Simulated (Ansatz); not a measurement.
# AlAsBH5: the cost of one run

The runs use Ansatz 0.2.0, Gaussian basis; single points in def2-TZVPP.

Cores are frozen in the correlated methods. Filled d shells of the heavier atoms are correlated. B3LYP uses VWN-RPA correlation.

### 1 Starting geometry

SMILES `[BH2][AlH][AsH2]`, 8 atoms, charge 0, spin multiplicity 1.

Atoms are counted from 1 here; the program's logs count them from 0.

Bond lengths: B1–Al2 2.054 Å, B1–H4 1.183 Å, B1–H5 1.211 Å, Al2–As3 2.464 Å, Al2–H6 1.634 Å, As3–H7 1.612 Å, As3–H8 1.558 Å. Angles: Al2–B1–H4 123.4°, Al2–B1–H5 126.8°, H4–B1–H5 109.7°, B1–Al2–As3 128.1°, B1–Al2–H6 116.9°, As3–Al2–H6 115.0°, Al2–As3–H7 80.0°, Al2–As3–H8 77.7°, H7–As3–H8 84.2°.

Coordinates:

```xyz
8
charge 0, multiplicity 1
B    -1.2008    0.7404   -0.8139
Al    0.3548    0.6243    0.5229
As    1.7101   -1.3476    1.1091
H    -1.5747   -0.1781   -1.4583
H    -1.8196    1.7344   -1.1224
H     0.7921    2.0097    1.2703
H     1.6040   -1.5456   -0.4872
H     0.2635   -1.9260    1.1181
```

### 2 CCSD(T)/def2-TZVPP

Contents of run/in.yaml:

```yaml
crystal:
  periodic: [false, false, false]
  atoms:
    - {symbol: B, position_ang: [-1.200800, 0.740400, -0.813900]}
    - {symbol: Al, position_ang: [0.354800, 0.624300, 0.522900]}
    - {symbol: As, position_ang: [1.710100, -1.347600, 1.109100]}
    - {symbol: H, position_ang: [-1.574700, -0.178100, -1.458300]}
    - {symbol: H, position_ang: [-1.819600, 1.734400, -1.122400]}
    - {symbol: H, position_ang: [0.792100, 2.009700, 1.270300]}
    - {symbol: H, position_ang: [1.604000, -1.545600, -0.487200]}
    - {symbol: H, position_ang: [0.263500, -1.926000, 1.118100]}
basis:
  gaussian: {orbitals: def2-TZVPP}
correlation: {method: ccsd_t}
output: {forces: true}
```

The run is started by

```console
$ ansatz run in.yaml --threads 4 --pin off --events-out ev --progress --plain --max-ram 5222MiB
```

Q: Estimate wall time and peak memory on 4 threads of Arm Neoverse N1, shared host.

About 5.6 min, with a peak of 3.7 GiB.
